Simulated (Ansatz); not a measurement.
# BGe2H: the cost of one run

Computed with Ansatz 0.2.0, Gaussian basis. Level: cc-pVTZ, core rule «outside noble gas», up to 29 orbitals frozen.

To be run: UHF; CCSD(T) on ROHF; CCSD(T) on UHF; BCCD(T) on ROHF; CCSDT(Q) on ROHF; CCSDT(Q) on UHF.

3 further runs of the same task are left out: 3 set aside as unsound or not needed.

**1. The geometry**

The geometry is a PBE0/def2-TZVP stationary point (not a proven minimum) of the parent state, kept for this charge and spin. No spin-orbit coupling is included. The filled d shell of Ge may be among the frozen orbitals whatever the setting's name suggests; the logs give the count.

4 atoms, charge 1, spin multiplicity 2.

Atoms are counted from 1 here; the program's logs count them from 0.

Bond lengths: Ge1–B2 1.931 Å, B2–Ge3 1.931 Å, B2–H4 1.201 Å. Angles: Ge1–B2–Ge3 109.9°, Ge1–B2–H4 125.0°, Ge3–B2–H4 125.0°.

**2. UHF**

in.yaml reads:

```yaml
crystal:
  periodic: [false, false, false]
  atoms:
    - {symbol: Ge, position_ang: [0.000000, -0.091093, 1.580819]}
    - {symbol: B, position_ang: [0.000000, 1.017297, 0.000000]}
    - {symbol: Ge, position_ang: [0.000000, -0.091093, -1.580819]}
    - {symbol: H, position_ang: [0.000000, 2.218380, 0.000000]}
basis:
  gaussian: {orbitals: cc-pVTZ}
total_charge: 1
magnetization: {spin_polarized: true, initial_magnetization: 1}
hamiltonian: {xc: hf}
output: {orbitals: {seedname: orbitals}}
```

Run with:

```bash
$ ansatz run in.yaml --threads 1 --pin off --events-out ev --progress --plain --max-ram 4096MiB --backend cpu
```

What time and memory should one allow on 1 thread of AMD EPYC 7R13, shared host?

About 64 s, with a peak of 0.41 GiB.
